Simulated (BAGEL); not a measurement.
# One shape, several levels: CuCl (cuprous chloride)

Wanted: a comparison of 4 runs (B3LYP/6-31G*, B3LYP/cc-pVTZ, PBE0/cc-pVTZ, RI-MP2/cc-pVTZ) of CuCl (cuprous chloride). 

The results are computed with BAGEL 1.2.2.

13 further runs of the same task are left out: 4 that didn't finish, 9 set aside as unsound or not needed.

## 1. The molecule

CuCl: 2 atoms, total charge 0, spin state singlet. As SMILES, `[Cl][Cu]`. Geometry: relaxed at PBE0-D4/def2-TZVP.

Bond lengths: Cl1–Cu2 2.076 Å.

## 2. The energy at B3LYP/6-31G(d) (density fitting with qzvpp-jkfit, spherical functions) (run 1)

dft.json

```json
{ "bagel": [

{
  "title": "molecule",
  "basis": "6-31gs.json",
  "df_basis": "qzvpp-jkfit",
  "angstrom": true,
  "geometry": [
    { "atom": "Cl", "xyz": [       0.898300,      -0.345200,       0.446400 ] },
    { "atom": "Cu", "xyz": [      -0.868800,       0.285000,      -0.442400 ] }
  ]
},

{ "title": "ks", "xc_func": "b3lyp" },

{ "title": "print", "file": "orbitals.molden", "orbitals": true }

]}
```

The basis set 6-31G* is read from a file made from the Basis Set Exchange's data (not shown).

Launch:

```bash
BAGEL_NUM_THREADS=1 BAGEL dft.json > dft.out
```

Standard output:

```text
* using 1 threads per process

  ===============================================================
  ===============================================================

  *** Geometry ***

  { "atom" : "Cl", "xyz" : [      1.697541,     -0.652333,      0.843574 ] },
  { "atom" : "Cu", "xyz" : [     -1.641794,      0.538572,     -0.836015 ] },

  Number of auxiliary basis functions:      392

  Since a DF basis is specified, we compute 2- and 3-index integrals:
    o Being stored without compression. Storage requirement is 0.008 GB

  Number of basis functions:       52
  Number of electrons      :       46

    * METHOD: MOLECULE                             0.14

  *** Kohn-Sham DFT ***

    * Removing 1900 points whose weight is below 1.00e-10
    * Grid points: 27912

  === Nuclear Repulsion ===
   125.6670772911

       - DIIS with orbital gradients will be used.

  === KS iteration (b3lyp / 6-31gs.json) ===
      0      -2063.05898841          0.17762287           0.09
      1      -1907.46304680          0.21816061           0.07
      2      -1863.00619923          0.20635269           0.07
      3      -2092.12644213          0.15871438           0.07
      4      -2098.36929249          0.09491715           0.07
      5      -2096.14196340          0.13133757           0.07
      6      -2095.63359365          0.15369319           0.07
      7      -2062.01691517          0.13695842           0.07
      8      -2097.32498891          0.11388912           0.07
      9      -2094.47204317          0.13372627           0.07
     10      -2093.37953499          0.14209594           0.07
     11      -2093.21412845          0.15293279           0.07
     12      -2095.52188858          0.14104637           0.07
     13      -2076.91498403          0.20983805           0.07
     14      -2099.64865668          0.05837563           0.07
     15      -2100.33284311          0.02264889           0.07
     16      -2100.43327148          0.00474427           0.07
     17      -2100.44021909          0.00420981           0.07
     18      -2100.44353697          0.00039269           0.07
     19      -2100.44351759          0.00089578           0.07
     20      -2100.44363038          0.00038514           0.07
     21      -2100.44365808          0.00001892           0.07
     22      -2100.44365818          0.00000652           0.07
     23      -2100.44365819          0.00000111           0.07
     24      -2100.44365820          0.00000050           0.07
     25      -2100.44365820          0.00000036           0.07
     26      -2100.44365820          0.00000010           0.07
     27      -2100.44365820          0.00000003           0.07
     28      -2100.44365820          0.00000002           0.07
     29      -2100.44365820          0.00000000           0.07
    * SCF iteration converged.

    * Permanent dipole moment:
           (    1.656412,    -0.590726,     0.833127) a.u.

    * METHOD: KS                                   2.10

    * METHOD: PRINT                                0.01

  ===============================================================
```

It took 2.4 s on 1 thread of Arm Neoverse V1, shared host; peak memory 0.12 GiB.

## 3. The energy at B3LYP/cc-pVTZ (density fitting with qzvpp-jkfit) (run 2)

input.json

```json
{ "bagel" : [

{
  "title" : "molecule",
  "basis" : "cc-pvtz.json",
  "df_basis" : "qzvpp-jkfit",
  "angstrom" : true,
  "geometry" : [
    { "atom" : "Cl", "xyz" : [       0.898300,      -0.345200,       0.446400 ] },
    { "atom" : "Cu", "xyz" : [      -0.868800,       0.285000,      -0.442400 ] }
  ]
},

{
  "title" : "ks",
  "xc_func" : "b3lyp",
  "charge" : 0
},

{
  "title" : "print",
  "file" : "orbitals.molden",
  "orbitals" : true
}

]}
```

The basis set cc-pVTZ is read from a file made from the Basis Set Exchange's data (not shown).

Launch:

```bash
BAGEL_NUM_THREADS=1 BAGEL input.json > input.out
```

Standard output:

```text
* using 1 threads per process

  ===============================================================
  ===============================================================

  *** Geometry ***

  { "atom" : "Cl", "xyz" : [      1.697541,     -0.652333,      0.843574 ] },
  { "atom" : "Cu", "xyz" : [     -1.641794,      0.538572,     -0.836015 ] },

  Number of auxiliary basis functions:      392

  Since a DF basis is specified, we compute 2- and 3-index integrals:
    o Being stored without compression. Storage requirement is 0.033 GB

  Number of basis functions:      102
  Number of electrons      :       46

    * METHOD: MOLECULE                             0.23

  *** Kohn-Sham DFT ***

    * Removing 1900 points whose weight is below 1.00e-10
    * Grid points: 27912

  === Nuclear Repulsion ===
   125.6670772911

       - DIIS with orbital gradients will be used.

  === KS iteration (b3lyp / cc-pvtz.json) ===
      0      -1858.12803137          0.49453585           0.15
      1      -1863.08221618          0.26069110           0.13
      2      -1746.00460355          0.36118563           0.12
      3      -2059.66087439          0.23724356           0.12
      4      -2084.14676581          0.16015456           0.12
      5      -2091.94654213          0.16132301           0.12
      6      -2088.95769997          0.16663876           0.12
      7      -1936.90485757          0.31524407           0.12
      8      -2097.55787043          0.09784723           0.12
      9      -2098.75852855          0.07433611           0.13
     10      -2100.60232616          0.02831271           0.12
     11      -2100.79684866          0.01306739           0.12
     12      -2100.88197242          0.00480961           0.12
     13      -2100.88818992          0.00126980           0.12
     14      -2100.88892063          0.00004783           0.12
     15      -2100.88892401          0.00003077           0.12
     16      -2100.88892454          0.00001599           0.12
     17      -2100.88892472          0.00000216           0.12
     18      -2100.88892472          0.00000195           0.12
     19      -2100.88892473          0.00000025           0.12
     20      -2100.88892473          0.00000025           0.12
     21      -2100.88892473          0.00000001           0.12
     22      -2100.88892473          0.00000001           0.12
    * SCF iteration converged.

    * Permanent dipole moment:
           (    1.644299,    -0.586406,     0.827034) a.u.

    * METHOD: KS                                   2.93

    * METHOD: PRINT                                0.03

  ===============================================================
```

It took 3.3 s on 1 thread of Arm Neoverse V1, shared host; peak memory 0.2 GiB.

Run 3 isn't shown in full; the table further down has it.

## 4. A single-point energy at RI-MP2/cc-pVTZ (density fitting with qzvpp-jkfit) (run 4)

job.json

```json
{ "bagel": [

{
  "title": "molecule",
  "basis": "cc-pvtz.json",
  "df_basis": "qzvpp-jkfit",
  "angstrom": "true",
  "geometry": [
    { "atom": "Cl", "xyz": [       0.898300,      -0.345200,       0.446400 ] },
    { "atom": "Cu", "xyz": [      -0.868800,       0.285000,      -0.442400 ] }
  ]
},

{
  "title": "hf",
  "charge": 0
},

{
  "title": "mp2",
  "charge": 0,
  "ncore": 10
}

]}
```

The basis set cc-pVTZ is read from a file made from the Basis Set Exchange's data (not shown).

Launch:

```bash
BAGEL_NUM_THREADS=1 BAGEL job.json > job.out
```

Standard output:

```text
* using 1 threads per process

  ===============================================================
  ===============================================================

  *** Geometry ***

  { "atom" : "Cl", "xyz" : [      1.697541,     -0.652333,      0.843574 ] },
  { "atom" : "Cu", "xyz" : [     -1.641794,      0.538572,     -0.836015 ] },

  Number of auxiliary basis functions:      392

  Since a DF basis is specified, we compute 2- and 3-index integrals:
    o Being stored without compression. Storage requirement is 0.033 GB

  Number of basis functions:      102
  Number of electrons      :       46

    * METHOD: MOLECULE                             0.24

  *** RHF ***

  === Nuclear Repulsion ===
   125.6670772911

      * DIIS with orbital gradients will be used.

  === RHF iteration (cc-pvtz.json) ===
      0      -2097.94297800          0.04427851           0.06
      1      -2095.41607168          0.10668309           0.06
      2      -2098.53305483          0.00308366           0.06
      3      -2098.54015995          0.00104747           0.06
      4      -2098.54140638          0.00042091           0.06
      5      -2098.54185494          0.00020301           0.06
      6      -2098.54198002          0.00007112           0.06
      7      -2098.54199973          0.00004744           0.06
      8      -2098.54200872          0.00001162           0.06
      9      -2098.54200926          0.00000358           0.06
     10      -2098.54200929          0.00000097           0.06
     11      -2098.54200930          0.00000037           0.06
     12      -2098.54200930          0.00000015           0.06
     13      -2098.54200930          0.00000007           0.06
     14      -2098.54200930          0.00000004           0.06
     15      -2098.54200930          0.00000003           0.06
     16      -2098.54200930          0.00000002           0.06
     17      -2098.54200930          0.00000001           0.06
    * SCF iteration converged.

    * Permanent dipole moment:
           (    2.160598,    -0.770533,     1.086718) a.u.

    * METHOD: HF                                   1.36

  *** RHF ***

  === Nuclear Repulsion ===
   125.6670772911

      * DIIS with orbital gradients will be used.

  === RHF iteration (cc-pvtz.json) ===
      0      -2098.54200930          0.00000000           0.06
    * SCF iteration converged.

    * Permanent dipole moment:
           (    2.160598,    -0.770533,     1.086718) a.u.

  === DF-MP2 calculation ===

    * freezing 10 orbitals
    * 3-index integral transformation done
    * assembly done

      MP2 correlation energy:   -1.0968380426      0.04

      MP2 total energy:       -2099.6388473381

    * METHOD: MP2                                  0.17

  ===============================================================
```

Run time: 1.9 s. Hardware: 1 thread of Arm Neoverse V1, shared host; peak memory 0.11 GiB.

## 5. The series

```csv
run,level,frozen core orbitals,energy (Eh),dipole moment (D),HOMO energy (eV),LUMO energy (eV),wall time
1,"B3LYP/6-31G* (density fitting with qzvpp-jkfit, spherical functions)",–,-2100.443658,4.95,-6.14,-3.09,2.4 s
2,B3LYP/cc-pVTZ (density fitting with qzvpp-jkfit),–,-2100.888925,4.91,-7.25,-3.34,3.3 s
3,PBE0/cc-pVTZ (density fitting with qzvpp-jkfit),–,-2100.425683,5.18,-7.44,-2.92,2.9 s
4,RI-MP2/cc-pVTZ (density fitting with qzvpp-jkfit),10,-2099.638847,–,–,–,1.9 s
```

## 6. Outcome

```
                                           quantity           value
                                run 4: total energy  -2099.63885 Eh
run 4: correlation energy (10 core orbitals frozen)     -1096.8 mEh
```

What this shows: Over runs 1, 2, 3 the dipole moment (its size) runs from 4.91 D (B3LYP/cc-pVTZ) to 5.18 D (PBE0/cc-pVTZ). Over runs 1, 2, 3 the HOMO–LUMO gap runs from 3.05 eV (B3LYP/6-31G*) to 4.53 eV (PBE0/cc-pVTZ). The two ends differ in method and basis. Totals of different functionals can't be ranked against each other. All runs together took 11 s, the longest 3.3 s.
